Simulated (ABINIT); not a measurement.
The system is NaLa.

```
CELL_PARAMETERS angstrom
3.60625 0.00000 0.00000
-1.80313 3.12310 0.00000
0.00000 0.00000 6.48378
ATOMIC_POSITIONS crystal
La 0.33333 0.66667 0.50000
Na 0.00000 0.00000 0.00000
```

The cell comes from a database or a generator and needn't be the stable form of this composition.

| Property | Result |
| --- | --- |
| Program | ABINIT 10.8.3 (patched build) |
| Task | single point |
| Functional | PBE |
| Potentials or basis | JTH PAW PBE v2.0 |
| Cutoff | 1088 eV |
| k mesh | 9 × 9 × 4 |
| Occupations | fermi-dirac, width 0.05 eV |
| Spin | no spin polarisation |

On this cell: pressure 0.0 GPa; largest force under 0.003 eV/Å; band gap on the k mesh none (metal or under the smearing width).

The same run follows on a disturbed copy (atoms moved at random, drawn with an rms of 0.05 Å):

```
La Na
1.0
     3.60625    0.00000    0.00000
    -1.80313    3.12310    0.00000
     0.00000    0.00000    6.48378
La Na
1 1
Direct
  0.33704 0.66761 0.50453
  0.00547 0.00303 0.00629
```

Q: What does the disturbed cell give?

A: The energy (extrapolated to zero smearing) moves by +0.1 meV/atom; pressure 0.0 GPa; largest force 0.018 eV/Å; band gap on the k mesh none (metal or under the smearing width).

Forces in eV/Å, atoms in the order of the input:
```
La   0.004  0.003  0.017
Na  -0.004 -0.003 -0.017
```

Stress tensor (GPa, compression positive):
```
-0.08  0.00  0.00
 0.00 -0.06  0.00
 0.00  0.00  0.07
```
